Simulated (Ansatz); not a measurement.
Run this with the Python package of Ansatz (0.2.0) and show what comes out.

`methods_ch7gao.py`:
```python
"""CH7GaO at several levels of theory."""

from pathlib import Path

import ansatz
import numpy as np

BASIS = "def2-SVP"


def main() -> None:
    geometry_ang = [
        ("C", (-0.9369, 0.6169, -0.5889)),
        ("O", (0.3703, 0.3223, -0.7371)),
        ("Ga", (0.8951, -0.5544, 0.7755)),
        ("H", (-1.2548, 1.1834, -1.5293)),
        ("H", (-1.6223, -0.2465, -0.4669)),
        ("H", (-1.1301, 1.3903, 0.2397)),
        ("H", (0.4421, -0.359, -1.4475)),
        ("H", (0.1021, -1.8846, 0.9737)),
        ("H", (0.7298, 0.4175, 2.1114)),
        ("H", (2.4879, -0.937, 0.6724)),
    ]
    mol = ansatz.Crystal.molecule()
    for symbol, xyz in geometry_ang:
        mol = mol.atom(symbol, xyz)

    base = mol.calculation().basis(gaussian=BASIS)

    print("functional    E (Ha)        dipole (D)   HOMO (eV)  LUMO (eV)")
    for name in ["pbe", "revpbe", "blyp", "r2scan", "lc_wpbe", "hf"]:
        rep = base.functional(name).forces().orbitals().run(threads=1, backend="cpu", runs_dir="runs").report
        lines = Path(rep["orbitals_path"]).read_text().splitlines()
        field_of = lambda key: [line.split("=")[1].strip() for line in lines if line.startswith(key)]
        orbitals = [(27.211386 * float(e), s, float(n)) for e, s, n in zip(field_of("Ene="), field_of("Spin="), field_of("Occup="))]
        homo = max(e for e, _, n in orbitals if n > 0.5)
        lumo = min(e for e, _, n in orbitals if n < 0.5)
        dipole = 4.803205 * np.linalg.norm(rep["charge_distribution"]["dipole_moment_e_ang"])
        print(f"{name:10s} {rep['free_energy_ev'] / 27.211386246:14.6f} {dipole:9.3f} {homo:11.3f} {lumo:10.3f}")


if __name__ == "__main__":
    main()
```

```console
$ python methods_ch7gao.py
functional    E (Ha)        dipole (D)   HOMO (eV)  LUMO (eV)
pbe          -2041.536427     6.044      -5.732     -1.356
revpbe       -2041.796046     6.081      -5.698     -1.273
blyp         -2041.988266     6.063      -5.602     -1.352
r2scan       -2041.907655     6.189      -6.032     -0.797
lc_wpbe      -2041.677500     6.345      -9.672      1.911
hf           -2039.637826     6.697      -9.865      2.731
```

Reading the output:
- These settings explore the input space; basis and method may be short of convergence.
- The geometry is a force-field or estimated start, not a minimum of this method, and the basis set is short of its limit. A lower total doesn't mark the better method: functionals have no common bound, and MP2 and coupled cluster aren't variational.
- Levels such as HOMO and LUMO are orbital energies: with these approximate functionals they aren't the ionisation energy and electron affinity, and their gap isn't the fundamental gap.
- Finished in 9.8 s on 1 thread of Intel(R) Xeon(R) 6975P-C (Granite Rapids) (shared host), peak memory 0.27 GiB.

(Lines on the test bed's own set-up are left out of the output.)
